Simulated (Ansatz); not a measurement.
**CH4BO (SMILES [BH]OC) at UHF/STO-3G**

Aim: the electronic atomisation energy of CH4BO at UHF/STO-3G, from 5 runs. 

The results are computed with Ansatz 0.2.0.

34 further runs of the same task are left out: 34 set aside as unsound or not needed.

### Step 1. The molecule

CH4BO has 7 atoms, charge 0, and is taken as a doublet. SMILES: `[BH]OC`. The shape is that of a PBE0-D4/def2-TZVP optimisation. This is one conformer, not always the lowest.

Bond lengths: B1–O2 1.320 Å, O2–C3 1.426 Å, B1–H4 1.207 Å, C3–H5 1.093 Å, C3–H6 1.090 Å, C3–H7 1.090 Å. Angles: B1–O2–C3 124.1°, O2–B1–H4 124.7°, O2–C3–H5 110.9°, O2–C3–H6 108.4°, O2–C3–H7 108.4°, H5–C3–H6 109.9°, H5–C3–H7 109.9°, H6–C3–H7 109.2°.

### Step 2. A single-point energy at UHF/STO-3G

Contents of job.yaml:

```yaml
crystal:
  periodic: [false, false, false]
  atoms:
    - {symbol: B, position_ang: [-1.319600, -1.025700, -0.172900]}
    - {symbol: O, position_ang: [-0.272400, -0.707100, 0.564500]}
    - {symbol: C, position_ang: [0.642200, 0.338600, 0.243900]}
    - {symbol: H, position_ang: [-1.628500, -0.474200, -1.201600]}
    - {symbol: H, position_ang: [0.357800, 0.834000, -0.687600]}
    - {symbol: H, position_ang: [0.643000, 1.059300, 1.062300]}
    - {symbol: H, position_ang: [1.638900, -0.092800, 0.145600]}
basis:
  gaussian:
    orbitals: STO-3G
magnetization:
  spin_polarized: true
  initial_magnetization: 1
hamiltonian:
  xc: hf
accuracy: high
output: {orbitals: {seedname: orbitals}}
```

Launch:

```console
ansatz run job.yaml --threads 1 --pin off --max-ram 3480MiB --events-out events.jsonl --progress --plain --runs-dir runs
```

The program printed:

```text
Warning: RAYON_NUM_THREADS=1 ignored (pool sized by the plan → 1); use --threads N
Functional definition: HF
  name "HF"
  exchange = exact_x
  correlation = 0
348 factors; integrals over basis functions are off by at most 3.3e-8 eV
mean field evaluation 1: about -3750.6397 eV, gradient 1.4e1 eV
mean field evaluation 2: about -3750.7767 eV, gradient 1.4e1 eV
mean field evaluation 4: about -3752.5059 eV, gradient 2.0e0 eV
mean field evaluation 8: about -3752.5829 eV, gradient 2.3e-3 eV
mean field -3752.58153030 eV, -137.9048276474 hartree, gradient 2.1e-8 eV, S^2 0.758636; 0 other end points of the search recorded, 0 dependent functions left out
reference -3752.58153030 eV, -137.9048276474 hartree; 12, 11 occupied and 7, 8 virtual orbitals, 348 factors
Total energy: -3752.58153030 eV, -137.9048276474 hartree
```

Run time: 0.14 s. Hardware: 1 thread of Arm Neoverse V1, shared host.

### Step 3. The B atom, same level

Contents of in.yaml:

```yaml
crystal:
  periodic: [false, false, false]
  atoms:
    - symbol: B
      position_ang: [0.000000, 0.000000, 0.000000]
basis:
  gaussian: {orbitals: STO-3G}
magnetization: {spin_polarized: true, initial_magnetization: 1}
hamiltonian: {xc: hf}
accuracy: high
```

Launch:

```console
ansatz run in.yaml --threads 1 --pin off --max-ram 3480MiB --events-out events.jsonl --progress --plain --runs-dir runs
```

The program printed:

```text
Warning: RAYON_NUM_THREADS=1 ignored (pool sized by the plan → 1); use --threads N
Functional definition: HF
  name "HF"
  exchange = exact_x
  correlation = 0
15 factors; integrals over basis functions are off by at most 8.9e-10 eV
mean field evaluation 1: about -657.1275 eV, gradient 2.3e-14 eV
mean field evaluation 2: about -655.6556 eV, gradient 5.8e0 eV
mean field evaluation 4: about -656.3328 eV, gradient 3.7e0 eV
mean field evaluation 8: about -657.1193 eV, gradient 1.7e-1 eV
mean field evaluation 16: about -655.6556 eV, gradient 5.8e0 eV
mean field -657.12745801 eV, -24.1489886649 hartree, gradient 0.0e0 eV, S^2 0.750000; 3 other end points of the search recorded, 0 dependent functions left out
reference -657.12745801 eV, -24.1489886649 hartree; 3, 2 occupied and 2, 3 virtual orbitals, 15 factors
Total energy: -657.12745801 eV, -24.1489886649 hartree
```

Run time: 0.04 s. Hardware: 1 thread of Arm Neoverse V1, shared host.

### Step 4. The C atom

Contents of input.yaml:

```yaml
crystal:
  periodic: [false, false, false]
  atoms:
    - {symbol: C, position_ang: [0.000000, 0.000000, 0.000000]}
basis:
  gaussian:
    orbitals: STO-3G
magnetization:
  spin_polarized: true
  initial_magnetization: 2
hamiltonian:
  xc: hf
accuracy: high
```

Launch:

```console
ansatz run input.yaml --threads 1 --pin off --max-ram 3480MiB --events-out events.jsonl --progress --plain --runs-dir runs
```

The program printed:

```text
Warning: RAYON_NUM_THREADS=1 ignored (pool sized by the plan → 1); use --threads N
Functional definition: HF
  name "HF"
  exchange = exact_x
  correlation = 0
15 factors; integrals over basis functions are off by at most 9.8e-10 eV
mean field evaluation 1: about -1012.2198 eV, gradient 0.0e0 eV
mean field evaluation 2: about -1012.2198 eV, gradient 0.0e0 eV
mean field -1012.21982732 eV, -37.1983925466 hartree, gradient 0.0e0 eV, S^2 2.000000; 2 other end points of the search recorded, 0 dependent functions left out
reference -1012.21982732 eV, -37.1983925466 hartree; 4, 2 occupied and 1, 3 virtual orbitals, 15 factors
Total energy: -1012.21982732 eV, -37.1983925466 hartree
```

Run time: 0.04 s. Hardware: 1 thread of Arm Neoverse V1, shared host.

### Step 5. The H atom

Contents of molecule.yaml:

```yaml
crystal:
  periodic: [false, false, false]
  atoms:
    - {symbol: H, position_ang: [0.000000, 0.000000, 0.000000]}
basis:
  gaussian:
    orbitals: STO-3G
accuracy: high
hamiltonian:
  xc: hf
magnetization:
  spin_polarized: true
  initial_magnetization: 1
```

Run the same way, it converges to -0.46658 Eh (log not shown).

### Step 6. The O atom

Contents of in.yaml:

```yaml
crystal:
  periodic: [false, false, false]
  atoms:
    - {symbol: O, position_ang: [0.000000, 0.000000, 0.000000]}
basis:
  gaussian:
    orbitals: STO-3G
magnetization:
  spin_polarized: true
  initial_magnetization: 2
hamiltonian:
  xc: hf
accuracy: high
```

Run the same way, it converges to -73.80415 Eh (log not shown).

### Step 7. Summary of results

Level: UHF/STO-3G.

| quantity | value |
| --- | --- |
| molecule: total energy | -137.90483 Eh |
| molecule: HOMO energy (highest over α and β) | -6.88 eV |
| molecule: LUMO energy (lowest over α and β) | 8.56 eV |
| molecule: ⟨S²⟩ | 0.759 |
| B atom: total energy | -24.14899 Eh |
| B atom: ⟨S²⟩ | 0.750 |
| C atom: total energy | -37.19839 Eh |
| C atom: ⟨S²⟩ | 2.000 |
| H atom: total energy | -0.46658 Eh |
| H atom: ⟨S²⟩ | 0.750 |
| O atom: total energy | -73.80415 Eh |
| O atom: ⟨S²⟩ | 2.000 |
| electronic atomisation energy | 24.136 eV |

What this shows: Taking the molecule apart into free atoms costs 24.14 eV (557 kcal/mol), before zero-point energy and without spin-orbit coupling. Hartree–Fock lacks the correlation of the bonding pairs, which as a rule makes this value much too low; in minimal bases other errors can mask that. In a minimal basis such a difference can be off by several eV, whatever the method.
